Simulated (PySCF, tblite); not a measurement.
**C5H11NOSi: geometry, infrared bands and NMR shifts**

Aim: predict the infrared bands and NMR shifts of C5H11NOSi (`C[SiH2]C(=O)C1CNC1`).

Computed with tblite 0.8.0 and PySCF 2.14.0, with density-fitted response routines of our own, on a single molecule in the gas phase. Atoms count from 0, in the outputs and in this text.

### Step 1. Starting geometry

19 atoms, charge 0, multiplicity 1; geometry from: force field or distance geometry start.

Bonds of the start (Å): C0–Si1 1.84, Si1–C2 1.84, C2–O3 1.22, C2–C4 1.50, C4–C5 1.52, C5–N6 1.46, N6–C7 1.47, C7–C4 1.48, C0–H8 1.09, C0–H9 1.11, C0–H10 1.12, Si1–H11 1.48, Si1–H12 1.50, C4–H13 1.10, C5–H14 1.09, C5–H15 1.12, N6–H16 1.04, C7–H17 1.13, C7–H18 1.10.

### Step 2. Optimising the geometry with GFN2-xTB

Job settings and geometry (Å):

```
{"job": {"kind": "relax", "xc": "GFN2-xTB", "basis": "xTB"}, "charge": 0, "multiplicity": 1}
C      2.496200     0.292200    -1.074300
Si     1.949700    -0.145600     0.631600
C      0.279400    -0.904200     0.727900
O      0.223500    -2.121100     0.611600
C     -0.955700    -0.076200     0.913700
C     -1.225300     0.959500    -0.171600
N     -2.586000     0.473200    -0.343200
C     -2.250900    -0.679400     0.509300
H      1.758500     0.945500    -1.543400
H      2.660900    -0.657700    -1.634200
H      3.497300     0.780900    -0.988000
H      1.914400     1.110000     1.420900
H      2.967500    -1.072100     1.216900
H     -0.916700     0.401200     1.904900
H     -0.600300     0.922200    -1.059600
H     -1.262500     1.989400     0.270900
H     -2.721200     0.237600    -1.344900
H     -3.001800    -0.821100     1.344600
H     -2.236900    -1.625200    -0.060800
```

The run is started by

```sh
$ OMP_NUM_THREADS=1 python probes_run.py task.json out
```

This one command runs all jobs of the session in turn.

**Question.** This job is followed by: GFN2-xTB harmonic vibrations, gas phase; GIAO PBE0/pcSseg-1 NMR shielding, non-relativistic, gas phase. Predict these results of the whole session: strongest single infrared mode (GFN2-xTB); zero-point energy (GFN2-xTB); 13C shifts against TMS (PBE0/pcSseg-1, means over atoms taken as alike); 1H shifts against TMS (PBE0/pcSseg-1, means over atoms taken as alike); 29Si shifts against TMS (PBE0/pcSseg-1); 17O shifts against H2O (PBE0/pcSseg-1); 15N shifts against NH3 (PBE0/pcSseg-1).

The runs gave:

| quantity | value |
| --- | --- |
| strongest single infrared mode (GFN2-xTB) | 2232 cm⁻¹, 318 km/mol |
| zero-point energy (GFN2-xTB) | 93.7 kcal/mol |
| 13C shifts against TMS (PBE0/pcSseg-1, means over atoms taken as alike) | 244.3, 53.5, 49.2, -6.4 ppm |
| 1H shifts against TMS (PBE0/pcSseg-1, means over atoms taken as alike) | 4.16, 4.01, 3.80, 3.78, 0.32, 0.21 ppm |
| 29Si shifts against TMS (PBE0/pcSseg-1) | -63.2 ppm |
| 17O shifts against H2O (PBE0/pcSseg-1) | 799.6 ppm |
| 15N shifts against NH3 (PBE0/pcSseg-1) | 22.5 ppm |

Over 75 steps the energy fell by 0.473 eV; of the close pairs, Si1–C2 changed most, 1.837 to 1.929 Å. The lowest mode is slightly imaginary (10i cm⁻¹), a soft motion within the noise of the Hessian, so the minimum is not strictly shown. The strongest single mode, at 2232 cm⁻¹, moves mainly H11. Unscaled tight-binding wavenumbers are off by several per cent, some by more. Its intensities can rank the bands wrongly. At PBE0/pcSseg-1: The largest span, 1680 ppm, is at O3, where the paramagnetic term is -865 ppm.
